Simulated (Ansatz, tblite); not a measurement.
# The cluster Ga₄O₆: rung by rung

One table from this session's results is given with a row withheld; the runs are named, their logs left out.

Computed with Ansatz 0.2.0, Gaussian basis. Level: as each input shows.

Plan: GFN1-xTB, GFN2-xTB, PBE-D4/def2-TZVP, r2SCAN-D4/def2-TZVP, HF/def2-TZVP, revPBE-D4/def2-TZVP, PBE-D4/def2-SVP, PBE0-D4/def2-SVP, HF/STO-3G, HF/6-31G, B3LYP-D4/6-31G, MP2/def2-SVP.

2 further runs of the same task are left out: 2 set aside as unsound or not needed. Runs told in other sessions of the task aren't counted.

## The relaxed structure

The singlet was relaxed beforehand with PBE-D4/def2-SVP. At that level it is the lowest of the isomers that a small search found.

10 atoms, charge 0, spin multiplicity 1.

Bond lengths: Ga1–O5 1.951 Å, Ga1–O6 1.873 Å, Ga1–O7 1.836 Å, Ga1–O8 1.931 Å, Ga2–O6 1.825 Å, Ga2–O8 1.967 Å, Ga2–O10 1.826 Å, Ga3–O5 2.104 Å, Ga3–O9 1.940 Å, Ga4–O8 1.931 Å, Ga4–O9 1.753 Å, Ga4–O10 1.874 Å. Angles: O5–Ga1–O6 125.2°, O5–Ga1–O7 49.6°, O5–Ga1–O8 105.7°, O6–Ga1–O7 150.6°, O6–Ga1–O8 90.1°, O7–Ga1–O8 119.2°, O6–Ga2–O8 90.4°, O6–Ga2–O10 141.4°, O8–Ga2–O10 89.8°, O5–Ga3–O9 98.1°, O8–Ga4–O9 117.6°, O8–Ga4–O10 89.5°, O9–Ga4–O10 147.4°, Ga1–O5–Ga3 123.3°, Ga1–O6–Ga2 90.6°, Ga1–O8–Ga2 84.8°, Ga1–O8–Ga4 110.6°, Ga2–O8–Ga4 85.4° and more.

PBE0-D4/def2-TZVP was run before; its log isn't repeated, and its numbers join the tables.

Set-up of the first run:

Tight binding, by tblite at 300 K electronic temperature and without a spin-polarisation term:

```python
tblite.interface.Calculator('GFN1-xTB', numbers, positions, charge=0, uhf=0).singlepoint()
```

Tight binding, by tblite at 300 K electronic temperature and without a spin-polarisation term:

```python
tblite.interface.Calculator('GFN2-xTB', numbers, positions, charge=0, uhf=0).singlepoint()
```

start.molden holds the orbitals of an earlier run on this state, given as this run's starting guess.

Input file in.yaml:

```yaml
crystal:
  periodic: [false, false, false]
  atoms:
    - {symbol: Ga, position_ang: [0.697696, 1.273419, -0.409843]}
    - {symbol: Ga, position_ang: [-1.142452, 0.227040, -1.966753]}
    - {symbol: Ga, position_ang: [1.001217, -0.745800, 2.518060]}
    - {symbol: Ga, position_ang: [-0.637476, -1.591791, -0.114303]}
    - {symbol: O, position_ang: [0.468665, 1.023390, 1.511461]}
    - {symbol: O, position_ang: [-0.612828, 1.929113, -1.576878]}
    - {symbol: O, position_ang: [1.880175, 1.524260, 0.972066]}
    - {symbol: O, position_ang: [0.520090, -0.482911, -1.191718]}
    - {symbol: O, position_ang: [-0.108896, -1.978524, 1.512105]}
    - {symbol: O, position_ang: [-2.066190, -1.178194, -1.254197]}
basis:
  gaussian: {orbitals: def2-TZVP, initial_orbitals: start.molden}
hamiltonian: {xc: pbe, dispersion: d4}
scf: {omitted_lower_state_checks: [starts]}
output: {orbitals: {seedname: orbitals}}
```

Run with:

```bash
$ ansatz run in.yaml --threads 4 --pin off --events-out ev --progress --plain --max-ram 6963MiB
```

Among the steps run: PBE-D4/def2-TZVP; r2SCAN-D4/def2-TZVP; HF/def2-TZVP; revPBE-D4/def2-TZVP; PBE-D4/def2-SVP; PBE0-D4/def2-SVP; HF/STO-3G; HF/6-31G; B3LYP-D4/6-31G; MP2/def2-SVP.

One table of the session follows, with a row left open; its other results are not shown here.

It belongs to the step «Binding energy». 

```
              level  binding an atom (eV)
           HF/6-31G                     ?
        HF/def2-SVP                 1.737
       HF/def2-TZVP                 1.732
    PBE-D4/def2-SVP                 3.824
   PBE-D4/def2-TZVP                 3.774
revPBE-D4/def2-TZVP                 3.578
r2SCAN-D4/def2-TZVP                 3.637
     B3LYP-D4/6-31G                 3.443
   PBE0-D4/def2-SVP                 3.499
  PBE0-D4/def2-TZVP                 3.476
       MP2/def2-SVP                 3.552
```

Q: Estimate the row for HF/6-31G from the others.

As computed: binding an atom (eV): 1.533. In the column «binding an atom (eV)» it is the lowest.

To keep in mind: Free atoms were run apart at each level; binding is atoms less cluster, divided by the number of atoms, without zero-point or spin-orbit terms.
